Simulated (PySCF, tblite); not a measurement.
# C2H12N2OSi3: geometry, infrared bands and NMR shifts

What infrared bands and NMR shifts should C2H12N2OSi3 (`N[Si@@H]1C[SiH2]OC[SiH2]N1`) show?

Programs: tblite 0.8.0 and PySCF 2.14.0, with density-fitted response routines of our own. Each step states its level of theory. These are calculated values for one molecule in the gas phase, unless marked as measured. Atoms count from 0, in the outputs and in this text.

## (1) Starting geometry

20 atoms, charge 0, multiplicity 1; geometry from: force field or distance geometry start.

Bonds of the start (Å): N0–Si1 1.79, Si1–C2 1.83, C2–Si3 1.85, Si3–O4 1.72, O4–C5 1.37, C5–Si6 1.87, Si6–N7 1.81, N7–Si1 1.79, N0–H8 1.03, N0–H9 1.05, Si1–H10 1.48, C2–H11 1.11, C2–H12 1.10, Si3–H13 1.47, Si3–H14 1.49, C5–H15 1.13, C5–H16 1.11, Si6–H17 1.47, Si6–H18 1.46, N7–H19 1.06.

## (2) Optimising the geometry with GFN2-xTB

What the job is given:

```
{"job": {"kind": "relax", "xc": "GFN2-xTB", "basis": "xTB"}, "charge": 0, "multiplicity": 1}
N      2.221900    -0.069700     1.497100
Si     1.412200    -0.755700     0.050700
C      0.931600     0.488800    -1.196800
Si    -0.259900     1.786500    -0.623800
O     -1.867700     1.217200    -0.425700
C     -1.997600     0.181200     0.466100
Si    -1.441500    -1.419200    -0.322500
N      0.089700    -1.863700     0.528500
H      2.969800     0.595900     1.258500
H      1.550800     0.257900     2.229400
H      2.436100    -1.625000    -0.580300
H      1.842700     1.017400    -1.544000
H      0.495300     0.003100    -2.080200
H     -0.317300     2.808500    -1.681900
H      0.199100     2.510400     0.592200
H     -1.436000     0.368000     1.425000
H     -3.069100     0.094700     0.742400
H     -2.427600    -2.495800    -0.139700
H     -1.225700    -1.276400    -1.760900
H     -0.111900    -1.813100     1.563100
```

Command:

```console
OMP_NUM_THREADS=1 python probes_run.py task.json out
```

The driver reads the jobs from task.json and runs them one after another.

**Question.** This job is followed by: GFN2-xTB harmonic vibrations, gas phase; GIAO PBE0/pcSseg-1 NMR shielding, non-relativistic, gas phase. What will the session give for the following? strongest single infrared mode (GFN2-xTB); zero-point energy (GFN2-xTB); 13C shifts against TMS (PBE0/pcSseg-1); 1H shifts against TMS (PBE0/pcSseg-1, means over atoms taken as alike); 15N shifts against NH3 (PBE0/pcSseg-1); 29Si shifts against TMS (PBE0/pcSseg-1); 17O shifts against H2O (PBE0/pcSseg-1).

As calculated:

```
                                                              quantity                                                                  value
                             strongest single infrared mode (GFN2-xTB)                                                  2215 cm⁻¹, 441 km/mol
                                          zero-point energy (GFN2-xTB)                                                          88.7 kcal/mol
                                13C shifts against TMS (PBE0/pcSseg-1)                                                          63.1, 8.0 ppm
1H shifts against TMS (PBE0/pcSseg-1, means over atoms taken as alike)  5.26, 5.19, 5.04, 4.95, 4.66, 3.94, 3.70, 0.68, 0.33, 0.31, -0.41 ppm
                                15N shifts against NH3 (PBE0/pcSseg-1)                                                         29.8, 26.6 ppm
                               29Si shifts against TMS (PBE0/pcSseg-1)                                                -17.6, -22.4, -34.6 ppm
                                17O shifts against H2O (PBE0/pcSseg-1)                                                                9.5 ppm
```

**Reading.** Over 82 steps the energy fell by 1.136 eV; of the close pairs, Si3–O4 changed most, 1.717 to 1.612 Å. All 54 modes are real, so the xTB geometry is a minimum. The strongest single mode, at 2215 cm⁻¹, moves mainly H18. GFN2-xTB is a fitted tight-binding method: band positions and strengths are rough. Its intensities can rank the bands wrongly. At PBE0/pcSseg-1: Shielding is most anisotropic at Si3 (span 139 ppm, paramagnetic term -510 ppm).
